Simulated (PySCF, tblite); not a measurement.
# C₄H₄F₃O+: geometry, infrared bands and NMR shifts

Aim: predict the infrared bands and NMR shifts of C₄H₄F₃O+ (`C[C@H](C#[O+])C(F)(F)F`).

The runs use tblite 0.8.0 and PySCF 2.14.0, with density-fitted response routines of our own; the level of theory stands in each step. All values are computed, except where a source is named. Atoms are numbered from 0 throughout.

### Step 1. Starting geometry

12 atoms, charge 1, multiplicity 1; geometry from: force field or distance geometry start.

Bonds of the start (Å): C0–C1 1.52, C1–C2 1.44, C2–O3 1.15, C1–C4 1.53, C4–F5 1.38, C4–F6 1.37, C4–F7 1.38, C0–H8 1.11, C0–H9 1.10, C0–H10 1.10, C1–H11 1.10.

### Step 2. Relaxing the molecule with GFN2-xTB

The job: settings as JSON, then the geometry in Å.

```
{"job": {"kind": "relax", "xc": "GFN2-xTB", "basis": "xTB"}, "charge": 1, "multiplicity": 1}
C      1.362400    -0.065200     0.198300
C     -0.003100     0.265600    -0.380000
C     -0.489200     1.558500     0.018800
O     -0.882800     2.596600     0.317300
C     -1.037400    -0.805600    -0.035300
F     -1.127200    -0.869000     1.335900
F     -0.632500    -1.986800    -0.588300
F     -2.295100    -0.429800    -0.462900
H      1.226700    -0.746800     1.063000
H      1.897000     0.820000     0.585600
H      1.916900    -0.592400    -0.597000
H      0.065500     0.254100    -1.481500
```

The run is started by

```console
$ OMP_NUM_THREADS=1 python probes_run.py task.json out
```

One launch serves the whole session: the jobs run in the order shown.

**Question.** This job is followed by: GFN2-xTB harmonic vibrations, gas phase; GIAO PBE0/pcSseg-1 NMR shielding, non-relativistic, gas phase. Predict these results of the whole session: strongest single infrared mode (GFN2-xTB); zero-point energy (GFN2-xTB); ¹³C shifts against TMS (PBE0/pcSseg-1); ¹H shifts against TMS (PBE0/pcSseg-1, means over atoms taken as alike); ¹⁷O shifts against H2O (PBE0/pcSseg-1); ¹⁹F shifts against CFCl3 (PBE0/pcSseg-1, means over atoms taken as alike).

The runs gave:

```
                                                                 quantity                         value
                                strongest single infrared mode (GFN2-xTB)         2328 cm⁻¹, 976 km/mol
                                             zero-point energy (GFN2-xTB)                 47.2 kcal/mol
                                   ¹³C shifts against TMS (PBE0/pcSseg-1)  159.9, 129.7, 31.1, 19.2 ppm
   ¹H shifts against TMS (PBE0/pcSseg-1, means over atoms taken as alike)                4.81, 2.89 ppm
                                   ¹⁷O shifts against H2O (PBE0/pcSseg-1)                     368.8 ppm
¹⁹F shifts against CFCl3 (PBE0/pcSseg-1, means over atoms taken as alike)                     -61.0 ppm
```

**Reading.** Relaxing lowered the energy by 0.511 eV in 86 steps; the close pair that moved most is C1–C4, from 1.528 to 1.594 Å. No mode is imaginary among the 30: a minimum at this level. The strongest single mode, at 2328 cm⁻¹, moves mainly C2 and O3. Unscaled tight-binding wavenumbers are off by several per cent, some by more. Its intensities can rank the bands wrongly. At PBE0/pcSseg-1: The largest span, 547 ppm, is at O3, where the paramagnetic term is -429 ppm.
